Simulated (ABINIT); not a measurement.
The system is MoS2.

```
CELL_PARAMETERS angstrom
3.16900 0.00000 0.00000
-1.58450 2.74443 0.00000
0.00000 0.00000 12.32400
ATOMIC_POSITIONS crystal
Mo 0.33333 0.66667 0.25000
Mo 0.66667 0.33333 0.75000
S 0.33333 0.66667 0.62300
S 0.66667 0.33333 0.12300
S 0.33333 0.66667 0.87700
S 0.66667 0.33333 0.37700
```

Base run:

- Program: ABINIT 10.8.3 (patched build)
- Functional: PBE
- Potentials or basis: PseudoDojo NC SR PBE v0.4.1 standard
- Cutoff: 1088 eV
- k mesh: 8 × 8 × 2
- Occupations: fermi-dirac, width 0.05 eV
- Spin: no spin polarisation

Its results: band gap on the k mesh 0.98 eV, indirect (least direct gap 1.93 eV); pressure 2.0 GPa; largest force 0.057 eV/Å.

Question: The run is repeated on the same cell with these changes: functional from PBE to LDA; potentials or basis from PseudoDojo NC SR PBE v0.4.1 standard to PseudoDojo NC SR LDA v0.4.1 standard. What comes out?

Answer: Band gap on the k mesh 0.91 eV, indirect (least direct gap 1.93 eV); pressure -5.6 GPa; largest force 0.471 eV/Å.

Caveats: this functional lacks dispersion, which binds the layers, so the pressure and a relaxed spacing across them are unreliable (some runs).

A k mesh can miss the band edges.
